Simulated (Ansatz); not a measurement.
Predict the output of the script below (the Ansatz DFT code, driven from Python).

Script `run_pdos.py`:
```python
"""Projected density of states of TeRh."""

from collections import Counter
import json

import ansatz as az
import numpy as np

vectors = np.array([
    [3.99, 0.0, 0.0],
    [-1.995, 3.455441, 0.0],
    [0.0, 0.0, 5.66],
])
cell = (
    az.Lattice.of(vectors)
    .atom("Te", (1 / 3, 2 / 3, 0.25))
    .atom("Te", (2 / 3, 1 / 3, 0.75))
    .atom("Rh", (0.0, 0.0, 0.0))
    .atom("Rh", (0.0, 0.0, 0.5))
)

calc = (
    cell.calculation()
    .kpoints(density=3.8)
    .occupations("fermi_dirac", width=0.1)
    .functional("LDA")
    .scf(tolerance=1e-08, max_iterations=50)
    .basis(34 * az.Ry)
    .scf(extra_bands=14)
    .density_of_states(projected=True, energy_step=0.05)
)
outcome = calc.run(events_out="events.ndjson")
rep = outcome.report
with open("events.ndjson") as stream:
    kinds = Counter(json.loads(line)["event"] for line in stream)
print("events:", {kind: kinds[kind] for kind in ("scf_iter", "scf_done", "notice", "finished")})

dos = outcome.density_of_states()
energy = np.asarray(dos.energies_ev) - dos.fermi_ev
curves = {}
for site in outcome.projected_density_of_states().sites:
    for shell in site.shells:
        weight = sum(np.sum(curve.g_bin_mean_per_ev, axis=0) for curve in shell.curves)
        name = f"{site.species} {shell.label}"
        curves[name] = curves.get(name, 0) + weight

step = energy[1] - energy[0]
windows = [(-8, -4), (-4, 0), (0, 6)]
print("states by shell in windows of E - E_F (eV):", windows)
for name, g in curves.items():
    print(f"{name:8s}", " ".join(f"{step * g[(energy >= a) & (energy < b)].sum():8.3f}" for a, b in windows))
filled = (energy < 0) & (energy > -8)
for name, g in curves.items():
    if g[filled].sum() * step > 0.5:
        print(f"centre of {name}: {np.average(energy[filled], weights=g[filled]):.2f} eV")
```

```console
$ python run_pdos.py
events: {'scf_iter': 7, 'scf_done': 1, 'notice': 2, 'finished': 1}
states by shell in windows of E - E_F (eV): [(-8, -4), (-4, 0), (0, 6)]
Te 5S       0.129    0.217    0.369
Te 5P       5.176    2.567    3.450
Te 4D       0.003    0.006    0.003
Rh 4S       0.009    0.001    0.010
Rh 5S       0.483    0.231    1.582
Rh 4P       0.038    0.023    0.008
Rh 4D       4.030   12.591    2.802
centre of Te 5P: -4.37 eV
centre of Rh 5S: -4.58 eV
centre of Rh 4D: -2.76 eV
```

Caveats:
- The mesh is modest for a metal, so energies can be off by several to tens of meV an atom and pressures by half a GPa or more; differences at equal mesh fare better.
- The starting cell is as deposited in a crystallographic database; the results hold for this polymorph, which needn't be the stable one.
- Curves are summed over the cell's atoms. Only shells that the potentials hold have channels, so projections don't add up to the total, least of all where a shell is missing (p of most metals); heights and places of peaks move with the mesh.
- The density of states is complete only as far up as bands were computed.
- A band centre counts only the states inside the window taken.
- Run time: 4.2 s on 1 thread of Intel(R) Xeon(R) Platinum 8488C (Sapphire Rapids), on a shared host, peak memory 0.47 GiB.

(Lines on the test bed's own set-up are left out of the output.)
